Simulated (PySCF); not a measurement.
# RuF₄: singlet, from a PBE0 minimum start

The task is one start of a wider search on RuF₄: the singlet, from a PBE0 minimum start. It is relaxed, tested by its Hessian and followed downhill if it is a saddle.

Method: PBE0, basis Ru def2-SVP with ECP28, F def2-SVP, scalar-relativistic core potentials, no spin–orbit coupling, density fitting; program: PySCF 2.14.0.

## 1. The system as given

5 atoms, charge 0, spin multiplicity 1.

Bond lengths: Ru1–F2 1.823 Å, Ru1–F3 1.823 Å, Ru1–F4 1.823 Å, Ru1–F5 1.823 Å. Angles: F2–Ru1–F3 109.5°, F2–Ru1–F4 109.5°, F2–Ru1–F5 109.5°, F3–Ru1–F4 109.5°, F3–Ru1–F5 109.5°, F4–Ru1–F5 109.5°.

Coordinates in bohr (charge 0 multiplicity 1):
```
Ru    0.0000    0.0000    0.0000
F    -0.0006    2.8125   -1.9880
F     0.0006   -2.8125   -1.9880
F     2.8125    0.0006    1.9880
F    -2.8125   -0.0006    1.9880
```

## 2. First SCF at the start

The steps below are one call of a driver around PySCF. For each, scf.py gives the equivalent set-up of the SCF; relaxations use the driver's own optimiser. After this first run the driver tries any further starts and a stability analysis.

scf.py

```python
from pyscf import gto, scf, dft
mol = gto.M(atom='''
Ru     0.000000     0.000000     0.000000
F     -0.000314     1.488319    -1.052027
F      0.000314    -1.488319    -1.052027
F      1.488319     0.000314     1.052027
F     -1.488319    -0.000314     1.052027''',
    basis={'Ru': 'def2-SVP', 'F': 'def2-SVP'},
    ecp={'Ru': 'def2-SVP'},
    charge=0, spin=0)
mf = dft.RKS(mol, xc='PBE0')
mf.grids.atom_grid = (50, 194)
aux = {'Ru': 'def2-universal-JKFIT', 'F': 'def2-universal-JKFIT'}
mf = mf.density_fit(auxbasis=aux)
mf.conv_tol = 1e-08
mf.diis_space = 10
mf.max_cycle = 60
mf.init_guess = 'minao'
mf.verbose = 4
mf.kernel()
```

Run with:

```bash
OMP_NUM_THREADS=2 python axn.py task.json out
```

Further steps of the session: PBE0 minimum start, singlet: relaxation; Vibrations and properties at this point.

Before running it: what results should come out? Wanted: minimum; geometry; wavenumbers; dipole moment; highest occupied, lowest empty level; polar-tensor charge of Ru1; zero-point energy; atomisation energy.

As calculated:

| quantity | value |
| --- | --- |
| minimum | singlet, Td |
| geometry | Ru–F 1.823 Å (×4); F–Ru–F 109.5° (×6) |
| wavenumbers (cm⁻¹) | 80 (t2), 131 (e), 696 (t2), 704 (a1) |
| dipole moment | 0.00 D |
| highest occupied, lowest empty level | -8.62, -4.27 eV |
| polar-tensor charge of Ru1 | +2.36 e |
| zero-point energy | 19.7 kJ/mol |
| entropy at 298.15 K | 343.8 J/(mol K) |
| atomisation energy (no zero-point energy) | 1488 kJ/mol |

In words: The PBE0 minimum start keeps its Td symmetry and ends in a minimum. In the infrared the band at 696 cm⁻¹ (t2, stretch) leads. The dipole vanishes although Ru1 carries +2.4 e by the polar tensor: the bond dipoles cancel. Other starts or spin states, not run here, may lie lower. Whether spin polarisation would lower the closed shell was not checked.
